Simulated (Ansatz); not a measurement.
This script makes a scan of the bond length of CaI (charge +1) with Ansatz's Python interface.

`cai.xyz`
```text
2

Ca    0.00000    0.00000    0.00000
I     0.00000    0.00000    3.00000
```

`cai.py`:
```python
import ansatz as az
import matplotlib.pyplot as plt
import numpy as np

geometry = az.Crystal.molecule_from_extxyz('cai.xyz')

symbols = [site.symbol for site in geometry.cartesian_sites]
start = np.array([site.position_ang for site in geometry.cartesian_sites])
axis = (start[1] - start[0]) / np.linalg.norm(start[1] - start[0])
moving = [1]
lengths, energies = [2.55, 2.76, 3.0, 3.3, 3.75, 4.5, 5.4, 6.6], []
for length in lengths:
    xyz = start.copy()
    xyz[moving] += (length - np.linalg.norm(start[1] - start[0])) * axis
    point = az.Crystal.molecule()
    for symbol, place in zip(symbols, xyz):
        point = point.atom(symbol, place.tolist())
    calculation = (
        point.calculation()
        .basis(gaussian='def2-SVP')
        .correlation('CCSD(T)')
        .charge(1)
    )
    summary = calculation.run(threads=1).report
    energies.append(summary['free_energy_ev'])
    print(f'r = {length:6.3f} A  E = {energies[-1]:.5f} eV  <S^2> = {abs(summary["mean_field"]["state"]["spin_squared"]):.3f}')

print('energy above the lowest point (eV):', [round(e - min(energies), 3) for e in energies])
plt.figure(figsize=(4.5, 3))
plt.plot(lengths, np.array(energies) - min(energies), 'o-')
plt.xlabel('bond length (A)')
plt.ylabel('E - E(min) (eV)')
plt.tight_layout()
plt.savefig('scan.png', dpi=100)
```

Where along the scan is the Ca-I distance of lowest energy, and how steep are the two sides?

The lowest point is at 2.760 Å. At the shortest distance (2.55 Å) the energy is 0.25 eV higher, at the longest (6.60 Å) 2.37 eV.

What the script printed:

```console
$ python cai.py
r =  2.550 A  E = -26488.26564 eV  <S^2> = 0.000
r =  2.760 A  E = -26488.51414 eV  <S^2> = 0.000
r =  3.000 A  E = -26488.33627 eV  <S^2> = 0.000
r =  3.300 A  E = -26487.82151 eV  <S^2> = 0.000
r =  3.750 A  E = -26486.93823 eV  <S^2> = 0.000
r =  4.500 A  E = -26486.09611 eV  <S^2> = 0.000
RunWarning: these amplitudes may be one of several solutions (largest doubles amplitude 0.69, level shift 3.60 eV)
r =  5.400 A  E = -26486.06231 eV  <S^2> = 0.000
r =  6.600 A  E = -26486.14374 eV  <S^2> = 0.000
energy above the lowest point (eV): [0.248, 0.0, 0.178, 0.693, 1.576, 2.418, 2.452, 2.37]
```
(Warnings from the package without file and line, repeats left out.)

Caveats:
- Total energies depend on the basis set; only differences at equal settings carry meaning.
- The basis set is modest, and single-reference methods fail as a bond breaks.
- def2 sets replace the cores of elements past krypton by effective core potentials.
- The orbitals are restricted, so S² is zero by construction.
- Toward dissociation an unrestricted state can lie under the restricted one, by tenths of an eV for polar bonds under a functional and by 1 to 2 eV or more for others.
- S² is that of the Hartree-Fock reference.
- The spin state was assumed, and another may lie lower.
- Timing: 34 s on 1 thread of Arm Neoverse V1 (shared host), peak memory 0.25 GiB.

(Lines on the test bed's own set-up are left out of the output.)
